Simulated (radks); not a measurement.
# Ionisation energy and size from Tb⁴⁺ to Lu⁴⁺

Aim: how ionisation energy and size change along these elements, and how far this level of theory lands from NIST. Each species and its ion are run in their NIST ground configurations.

Method: Dirac Kohn-Sham, BLYP, spin-unpolarised, spherical densities, finite nucleus; open shells are shared between the two j in proportion to 2j + 1. Code: radks (a radial shooting solver on a logarithmic mesh, Libxc functionals) version 1.

### Step 1. The atom as given

| Property | Result |
| --- | --- |
| species | Tb⁴⁺, Dy⁴⁺, Ho⁴⁺, Er⁴⁺, Tm⁴⁺, Yb⁴⁺, Lu⁴⁺ |
| runs | 14, each species and its next ion |

### Step 2. Tb⁴⁺, [Xe] 4f7

The run's settings:

```text
Z 65
configuration [Xe] 4f7
relativity Dirac
functional b88,lyp
spin unpolarised
j_filling average
nucleus finite rms 5.06 fm
c 137.035999084
```

### Step 3. Tb⁵⁺, [Kr] 4d10 4f7 5s2 5p5

Settings, as their differences from step 2:

```diff
@@ -1,3 +1,3 @@
 Z 65
-configuration [Xe] 4f7
+configuration [Kr] 4d10 4f7 5s2 5p5
 relativity Dirac
```

### Step 4. Dy⁴⁺, [Xe] 4f8

The run's settings:

```text
Z 66
configuration [Xe] 4f8
relativity Dirac
functional b88,lyp
spin unpolarised
j_filling average
nucleus finite rms 5.2218 fm
c 137.035999084
```

### Step 5. Dy⁵⁺, [Kr] 4d10 4f8 5s2 5p5

Settings, as their differences from step 4:

```diff
@@ -1,3 +1,3 @@
 Z 66
-configuration [Xe] 4f8
+configuration [Kr] 4d10 4f8 5s2 5p5
 relativity Dirac
```

### Step 6. Ho⁴⁺, [Xe] 4f9

The run's settings:

```text
Z 67
configuration [Xe] 4f9
relativity Dirac
functional b88,lyp
spin unpolarised
j_filling average
nucleus finite rms 5.2022 fm
c 137.035999084
```

### Step 7. Ho⁵⁺, [Kr] 4d10 4f9 5s2 5p5

Settings, as their differences from step 6:

```diff
@@ -1,3 +1,3 @@
 Z 67
-configuration [Xe] 4f9
+configuration [Kr] 4d10 4f9 5s2 5p5
 relativity Dirac
```

### Step 8. Er⁴⁺, [Xe] 4f10

The run's settings:

```text
Z 68
configuration [Xe] 4f10
relativity Dirac
functional b88,lyp
spin unpolarised
j_filling average
nucleus finite rms 5.2516 fm
c 137.035999084
```

### Step 9. Er⁵⁺, [Kr] 4d10 4f10 5s2 5p5

Settings, as their differences from step 8:

```diff
@@ -1,3 +1,3 @@
 Z 68
-configuration [Xe] 4f10
+configuration [Kr] 4d10 4f10 5s2 5p5
 relativity Dirac
```

### Step 10. Tm⁴⁺, [Xe] 4f11

The run's settings:

```text
Z 69
configuration [Xe] 4f11
relativity Dirac
functional b88,lyp
spin unpolarised
j_filling average
nucleus finite rms 5.2256 fm
c 137.035999084
```

### Step 11. Tm⁵⁺, [Kr] 4d10 4f11 5s2 5p5

Settings, as their differences from step 10:

```diff
@@ -1,3 +1,3 @@
 Z 69
-configuration [Xe] 4f11
+configuration [Kr] 4d10 4f11 5s2 5p5
 relativity Dirac
```

### Step 12. Yb⁴⁺, [Xe] 4f12

The run's settings:

```text
Z 70
configuration [Xe] 4f12
relativity Dirac
functional b88,lyp
spin unpolarised
j_filling average
nucleus finite rms 5.3108 fm
c 137.035999084
```

### Step 13. Yb⁵⁺, [Kr] 4d10 4f12 5s2 5p5

Settings, as their differences from step 12:

```diff
@@ -1,3 +1,3 @@
 Z 70
-configuration [Xe] 4f12
+configuration [Kr] 4d10 4f12 5s2 5p5
 relativity Dirac
```

### Step 14. Lu⁴⁺, [Xe] 4f13

The run's settings:

```text
Z 71
configuration [Xe] 4f13
relativity Dirac
functional b88,lyp
spin unpolarised
j_filling average
nucleus finite rms 5.37 fm
c 137.035999084
```

### Step 15. Lu⁵⁺, [Xe] 4f12

Settings, as their differences from step 14:

```diff
@@ -1,3 +1,3 @@
 Z 71
-configuration [Xe] 4f13
+configuration [Xe] 4f12
 relativity Dirac
```

What does the calculation give? Wanted: for each run, species; configuration; Δ-SCF; NIST; −ε(HOMO); its level; widest level; its <r>.

**Answer**, as computed:

```tsv
species	configuration	Δ-SCF (eV)	NIST (eV)	−ε(HOMO) (eV)	its level	widest level	its <r> (bohr)
Tb⁴⁺	[Xe] 4f7	75.605	66.5 (semi-emp.)	53.674	4f7/2	5p3/2	1.47
Dy⁴⁺	[Xe] 4f8	76.828	62.1 (semi-emp.)	54.306	4f7/2	5p3/2	1.45
Ho⁴⁺	[Xe] 4f9	78.041	63.9 (semi-emp.)	54.872	4f7/2	5p3/2	1.43
Er⁴⁺	[Xe] 4f10	79.247	65.1 (semi-emp.)	55.376	4f7/2	5p3/2	1.41
Tm⁴⁺	[Xe] 4f11	80.447	65.4 (semi-emp.)	55.822	4f7/2	5p3/2	1.39
Yb⁴⁺	[Xe] 4f12	81.644	65.6 (semi-emp.)	56.213	4f7/2	5p3/2	1.37
Lu⁴⁺	[Xe] 4f13	68.876	66.8 (semi-emp.)	56.553	4f7/2	5p3/2	1.35
```

In words: Reference values: NIST Atomic Spectra Database (exp. measured, semi-emp. semi-empirical, theory a theoretical value adopted there). By these runs, which need not match the measured order, Yb⁴⁺ holds its electron most tightly (81.644 eV) and Lu⁴⁺ least (68.876 eV); the widest outer orbital is the 5p3/2 of Tb⁴⁺. The Δ-SCF values miss the measured or semi-empirical entries by +18.8 % in the signed mean; the largest miss is +24.5 % (Yb⁴⁺). For Tb⁴⁺, Dy⁴⁺, Ho⁴⁺, Er⁴⁺, Tm⁴⁺, Yb⁴⁺, Lu⁴⁺ the highest level isn't the widest one, so −ε(HOMO) and <r> belong to different orbitals, and Δ-SCF follows the ion's typed configuration. Spin polarisation and multiplet splitting are left out, so open shells lie too high by an amount that depends on their filling. Sharing an open shell by 2j + 1 raises it above the true ground level by a part of the spin-orbit splitting, which enters the differences from NIST.
